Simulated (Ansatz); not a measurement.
# Cl₂H₂NOSi radical: how energies converge with the basis set

The task here is to estimate one member of a computed series from the others.

Program: Ansatz 0.2.0, Gaussian basis. Level of theory: one geometry, several basis sets. These are calculated values, not measurements.

Plan: PBE0-D4/def2-SVP; ωB97M-V/def2-SVP; PBE0-D4/def2-QZVPP; ωB97M-V/def2-QZVPP; the functionals' def2-TZVPP values are taken from earlier runs.

## The geometry

The geometry comes from an earlier relaxation with PBE0-D4 in a triple-zeta def2 set; it is a stationary point, not always the lowest conformer.

SMILES `N[Si]([O])(Cl)Cl`, 7 atoms, charge 0, spin multiplicity 2.

Atoms are counted from 1 here; the program's logs count them from 0.

Bond lengths: N1–Si2 1.706 Å, N1–H6 1.009 Å, N1–H7 1.009 Å, Si2–O3 1.616 Å, Si2–Cl4 2.028 Å, Si2–Cl5 2.028 Å. Angles: Si2–N1–H6 119.9°, Si2–N1–H7 119.9°, H6–N1–H7 112.5°, N1–Si2–O3 100.7°, N1–Si2–Cl4 110.0°, N1–Si2–Cl5 109.9°, O3–Si2–Cl4 113.4°, O3–Si2–Cl5 113.4°, Cl4–Si2–Cl5 109.1°.

Set-up of the first run:

File in.yaml:

```yaml
crystal:
  periodic: [false, false, false]
  atoms:
    - {symbol: N, position_ang: [0.430003, -0.083202, 0.976624]}
    - {symbol: Si, position_ang: [-0.271617, 0.056178, -0.572523]}
    - {symbol: O, position_ang: [0.783053, -0.791694, -1.455651]}
    - {symbol: Cl, position_ang: [-2.137343, -0.738801, -0.562689]}
    - {symbol: Cl, position_ang: [-0.384477, 2.009239, -1.107176]}
    - {symbol: H, position_ang: [1.264325, 0.438815, 1.199828]}
    - {symbol: H, position_ang: [0.377356, -0.958633, 1.475887]}
basis:
  gaussian: {orbitals: def2-SVP}
magnetization: {spin_polarized: true, initial_magnetization: 1}
hamiltonian: {xc: pbe0, dispersion: d4}
output: {orbitals: {seedname: orbitals}}
```

Steps of the session up to this table: PBE0-D4 in def2-SVP; ωB97M-V in def2-SVP; PBE0-D4 in def2-QZVPP; ωB97M-V in def2-QZVPP.

One table of the session follows, with a row left open; its other results are not shown here.

It belongs to the step «Density functionals: the series». 

```
functional       basis  HOMO (eV)  LUMO (eV)
   PBE0-D4    def2-SVP      -8.67      -4.60
   PBE0-D4  def2-TZVPP      -8.85      -4.79
   PBE0-D4  def2-QZVPP      -8.89      -4.84
   ωB97M-V    def2-SVP     -10.88      -2.49
   ωB97M-V  def2-TZVPP          ?          ?
   ωB97M-V  def2-QZVPP     -11.14      -2.82
```

Q: Estimate the row for ωB97M-V, def2-TZVPP from the others.

**Answer.** HOMO (eV): -11.09; LUMO (eV): -2.75. In the column «HOMO (eV)» it lies between ωB97M-V, def2-QZVPP (-11.14) and ωB97M-V, def2-SVP (-10.88).
